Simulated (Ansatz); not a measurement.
**singlet CH2GeN− at 5 levels**

Wanted: a comparison of 5 runs (B3LYP/def2-SVPD, CAM-B3LYP/def2-SVPD, HSE06/def2-SVPD, revPBE/def2-SVPD, MP2/def2-SVPD) of singlet CH2GeN−. 

Program for the calculation: Ansatz 0.2.0.

57 further runs of the same task are left out: 57 set aside as unsound or not needed.

### Step 1. The molecule

CH2GeN−: 5 atoms, total charge -1, spin state singlet. SMILES of the parent species: `N#[C][GeH2]`. Geometry: relaxed at PBE0-D4/def2-TZVP. That shape belongs to the parent species and isn't relaxed for this state.

Bond lengths: N1–C2 1.154 Å, C2–Ge3 1.912 Å, Ge3–H4 1.534 Å, Ge3–H5 1.534 Å. Angles: N1–C2–Ge3 175.5°, C2–Ge3–H4 108.2°, C2–Ge3–H5 108.2°, H4–Ge3–H5 114.7°.

### Step 2. The energy at B3LYP/def2-SVPD (run 1)

run.yaml

```yaml
crystal:
  periodic: [false, false, false]
  atoms:
    - symbol: N
      position_ang: [1.590700, -1.029300, 1.293200]
    - symbol: C
      position_ang: [0.838400, -0.535900, 0.570400]
    - symbol: Ge
      position_ang: [-0.315900, 0.241400, -0.740100]
    - symbol: H
      position_ang: [-1.658900, -0.498000, -0.695900]
    - symbol: H
      position_ang: [-0.404300, 1.748400, -0.468900]
basis:
  gaussian: {orbitals: def2-SVPD}
total_charge: -1
hamiltonian: {xc: {name: B3LYP}}
accuracy: high
output: {orbitals: {seedname: orbitals}}
```

Command:

```bash
$ ansatz run run.yaml --threads 1 --pin off --max-ram 3480MiB --events-out events.jsonl --progress --plain --runs-dir runs
```

Output:

```text
Warning: RAYON_NUM_THREADS=1 ignored (pool sized by the plan → 1); use --threads N
Functional definition: B3LYP
  name "B3LYP"
  parameter a0 = 0.2
  parameter ax = 0.72
  parameter ac = 0.81
  exchange = (1 - a0 - ax)*slater_x + ax*b88_x + a0*exact_x
  correlation = (1 - ac)*vwn_rpa_c + ac*lyp_c
1837 factors; integrals over basis functions are off by at most 4.0e-9 eV
mean field evaluation 1: about -59069.0385 eV, gradient 2.4e1 eV
mean field evaluation 2: about -59067.9395 eV, gradient 3.5e1 eV
mean field evaluation 4: about -59070.0193 eV, gradient 1.6e0 eV
mean field evaluation 8: about -59070.1106 eV, gradient 1.5e-1 eV
mean field evaluation 16: about -59070.1107 eV, gradient 3.1e-5 eV
mean field -59070.11067172 eV, -2170.7865280267 hartree, gradient 7.0e-8 eV, S^2 0.000000; 0 other end points of the search recorded, 0 dependent functions left out
reference -59070.11070927 eV, -2170.7865294064 hartree; 24, 24 occupied and 70, 70 virtual orbitals, 1837 factors
Total energy: -59070.11070927 eV, -2170.7865294064 hartree
```

It took 6.6 s on 1 thread of Arm Neoverse V2, shared host; peak memory 0.29 GiB.

### Step 3. A single-point energy at CAM-B3LYP/def2-SVPD (run 2)

run.yaml

```yaml
crystal:
  periodic: [false, false, false]
  atoms:
    - {symbol: "N", position_ang: [1.590700, -1.029300, 1.293200]}
    - {symbol: C, position_ang: [0.838400, -0.535900, 0.570400]}
    - {symbol: Ge, position_ang: [-0.315900, 0.241400, -0.740100]}
    - {symbol: H, position_ang: [-1.658900, -0.498000, -0.695900]}
    - {symbol: H, position_ang: [-0.404300, 1.748400, -0.468900]}
basis:
  gaussian:
    orbitals: def2-SVPD
output: {orbitals: {seedname: orbitals}}
total_charge: -1
accuracy: high
hamiltonian:
  xc: {name: CAM-B3LYP}
```

Command:

```bash
$ ansatz run run.yaml --threads 1 --pin off --max-ram 3480MiB --events-out events.jsonl --progress --plain --runs-dir runs
```

Output:

```text
Warning: RAYON_NUM_THREADS=1 ignored (pool sized by the plan → 1); use --threads N
Functional definition: CAM-B3LYP
  name "CAM-B3LYP"
  parameter alpha = 0.19
  parameter beta = 0.46
  parameter omega = 0.33/bohr
  parameter ac = 0.81
  exchange = (1 - alpha - beta)*b88_x + beta*b88_x_sr(omega) + alpha*exact_x + beta*exact_x_lr(omega)
  correlation = (1 - ac)*vwn5_c + ac*lyp_c
1837 factors; integrals over basis functions are off by at most 4.0e-9 eV
437 factors; integrals over basis functions are off by at most 2.2e-9 eV
mean field evaluation 1: about -59069.6961 eV, gradient 2.3e1 eV
mean field evaluation 2: about -59068.9297 eV, gradient 3.2e1 eV
mean field evaluation 4: about -59070.6853 eV, gradient 1.5e0 eV
mean field evaluation 8: about -59070.7752 eV, gradient 7.6e-2 eV
mean field evaluation 16: about -59070.7752 eV, gradient 4.5e-5 eV
mean field -59070.77521599 eV, -2170.8109495782 hartree, gradient 1.1e-8 eV, S^2 0.000000; 0 other end points of the search recorded, 0 dependent functions left out
reference -59070.77523424 eV, -2170.8109502487 hartree; 24, 24 occupied and 70, 70 virtual orbitals, 1837 factors
Total energy: -59070.77523424 eV, -2170.8109502487 hartree
```

Wall time 8.1 s (1 thread of Arm Neoverse V2, shared host); peak memory 0.34 GiB.

Run 3 isn't shown in full; the table further down has it.

### Step 4. A single-point energy at revPBE/def2-SVPD (run 4)

molecule.yaml

```yaml
crystal:
  periodic: [false, false, false]
  atoms:
    - {symbol: "N", position_ang: [1.590700, -1.029300, 1.293200]}
    - {symbol: C, position_ang: [0.838400, -0.535900, 0.570400]}
    - {symbol: Ge, position_ang: [-0.315900, 0.241400, -0.740100]}
    - {symbol: H, position_ang: [-1.658900, -0.498000, -0.695900]}
    - {symbol: H, position_ang: [-0.404300, 1.748400, -0.468900]}
basis:
  gaussian:
    orbitals: def2-SVPD
total_charge: -1
output:
  orbitals: {seedname: orbitals}
accuracy: high
hamiltonian:
  xc: {name: revPBE}
```

Command:

```bash
$ ansatz run molecule.yaml --threads 1 --pin off --max-ram 3480MiB --events-out events.jsonl --progress --plain --runs-dir runs
```

Output:

```text
Warning: RAYON_NUM_THREADS=1 ignored (pool sized by the plan → 1); use --threads N
Functional definition: revPBE
  name "revPBE"
  parameter kappa = 1.245
  parameter beta = 0.06672455060314922
  exchange = pbe_x(kappa = kappa, mu = beta*pi^2/3)
  correlation = pbe_c(beta = beta)
1837 factors; integrals over basis functions are off by at most 4.0e-9 eV
mean field evaluation 1: about -59062.3800 eV, gradient 2.8e1 eV
mean field evaluation 2: about -59061.4351 eV, gradient 3.8e1 eV
mean field evaluation 4: about -59063.7335 eV, gradient 3.0e0 eV
mean field evaluation 8: about -59063.7489 eV, gradient 4.7e-2 eV
mean field evaluation 16: about -59063.7489 eV, gradient 1.8e-6 eV
mean field -59063.74894026 eV, -2170.5527387077 hartree, gradient 3.3e-8 eV, S^2 0.000000; 0 other end points of the search recorded, 0 dependent functions left out
reference -59063.74894552 eV, -2170.5527389009 hartree; 24, 24 occupied and 70, 70 virtual orbitals, 1837 factors
Total energy: -59063.74894552 eV, -2170.5527389009 hartree
```

Wall time 5.4 s (1 thread of Arm Neoverse V2, shared host); peak memory 0.22 GiB.

### Step 5. The energy at MP2/def2-SVPD (run 5)

molecule.yaml

```yaml
crystal:
  periodic: [false, false, false]
  atoms:
    - symbol: N
      position_ang: [1.590700, -1.029300, 1.293200]
    - symbol: C
      position_ang: [0.838400, -0.535900, 0.570400]
    - symbol: Ge
      position_ang: [-0.315900, 0.241400, -0.740100]
    - symbol: H
      position_ang: [-1.658900, -0.498000, -0.695900]
    - symbol: H
      position_ang: [-0.404300, 1.748400, -0.468900]
basis:
  gaussian: {orbitals: def2-SVPD}
total_charge: -1
correlation: {method: mp2, frozen_orbitals: {C: 1, Ge: 9, H: 0, "N": 1}}
accuracy: high
```

Command:

```bash
$ ansatz run molecule.yaml --threads 1 --pin off --max-ram 3480MiB --events-out events.jsonl --progress --plain --runs-dir runs
```

Output:

```text
Warning: RAYON_NUM_THREADS=1 ignored (pool sized by the plan → 1); use --threads N
Functional definition: HF
  name "HF"
  exchange = exact_x
  correlation = 0
1837 factors; integrals over basis functions are off by at most 4.0e-9 eV
mean field evaluation 1: about -59006.0623 eV, gradient 2.2e1 eV
mean field evaluation 2: about -59006.1191 eV, gradient 2.3e1 eV
mean field evaluation 4: about -59007.8624 eV, gradient 3.7e0 eV
mean field evaluation 8: about -59007.9196 eV, gradient 1.2e-3 eV
mean field -59007.91959245 eV, -2168.5010480180 hartree, gradient 9.0e-8 eV, S^2 0.000000; 0 other end points of the search recorded, 0 dependent functions left out
11 core orbitals not correlated: weight in the atoms' cores, before any rotation towards them, 1.000 or more for the frozen orbitals, at most 0.000 for the correlated occupied ones
reference -59007.91959245 eV, -2168.5010480180 hartree; 13, 13 occupied and 70, 70 virtual orbitals, 1837 factors
second order -14.56913730 eV of doubles, -0.00000000 eV of singles
Total energy: -59022.48872974 eV, -2169.0364539384 hartree
```

Run time: 3.6 s. Hardware: 1 thread of Arm Neoverse V2, shared host; peak memory 0.26 GiB.

### Step 6. Overview of the runs

```csv
run,level,frozen core orbitals,energy (Eh),HOMO energy (eV),LUMO energy (eV),HOMO–LUMO gap (eV),wall time
1,B3LYP/def2-SVPD,–,-2170.786529,0.38,4.23,3.85,6.6 s
2,CAM-B3LYP/def2-SVPD,–,-2170.810950,-0.92,5.05,5.97,8.1 s
3,HSE06/def2-SVPD,–,-2170.355963,0.60,4.16,3.56,6.9 s
4,revPBE/def2-SVPD,–,-2170.552739,1.14,3.94,2.80,5.4 s
5,MP2/def2-SVPD,11,-2169.036454,–,–,–,3.6 s
```

### Step 7. Summary of results

| quantity | value |
| --- | --- |
| run 5: total energy | -2169.03645 Eh |
| run 5: correlation energy (11 core orbitals frozen) | -535.4 mEh |

Over runs 1, 2, 3, 4 the HOMO–LUMO gap runs from 2.80 eV (revPBE/def2-SVPD) to 5.97 eV (CAM-B3LYP/def2-SVPD). The empty levels of an anion lie above zero and hang on the basis. Totals of different functionals can't be ranked against each other. In runs 1, 3, 4 the HOMO lies above zero, so the outermost electron may be held by the basis alone. All runs together took 31 s, the longest 8.1 s.
